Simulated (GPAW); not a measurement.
NiMoIrPdW:

```xyz
5
Lattice="4.1467 0.0000 0.0000 -2.0734 3.5911 0.0000 0.0000 0.0000 5.4163" Properties=species:S:1:pos:R:3 pbc="T T T"
Ni    0.0000    0.0000    0.1203
Mo    2.0734    1.1970    2.4913
Pd    0.0000    2.3941    4.0406
Ir    0.0000    2.3941    1.3888
W     2.0734    1.1970    5.4155
```

The cell was built by a generator and needn't be a form met in nature.

Program: GPAW 26.7.0. Alike in all runs: spin collinear, ferromagnetic start; cell as given; k mesh 5 × 5 × 4; cutoff (eV) 600; smearing fermi-dirac 0.05 eV.

Order these runs on this cell by their pressure, lowest first.
A. level TPSS; potentials or basis GPAW PAW data sets (gpaw-data 1.2.1), pw; eigensolver davidson; band path GMKGALHA,LM,KH; band points 80
B. level BLYP; potentials or basis PAW data sets generated in the run's folder for this functional, pw; eigensolver davidson; band path GMKGALHA,LM,KH; band points 80
C. level revPBE; potentials or basis the program's PAW data sets (release 1.2.1) made for this functional, pw; band path GMKGALHA,LM,KH; band points 80
D. level PBE; potentials or basis GPAW PAW data sets (gpaw-data 1.2.1), pw
E. level SCAN; potentials or basis GPAW PAW data sets (gpaw-data 1.2.1), pw; band path GMKGALHA,LM,KH; band points 80

E (-9.0 GPa), A (-4.1 GPa), D (0.3 GPa), C (3.3 GPa), B (8.8 GPa).

Caveats: the stock nickel data set gives pressures a few GPa off other programs; the PAW data sets were made with another functional, which shifts forces and pressure a little (some runs).
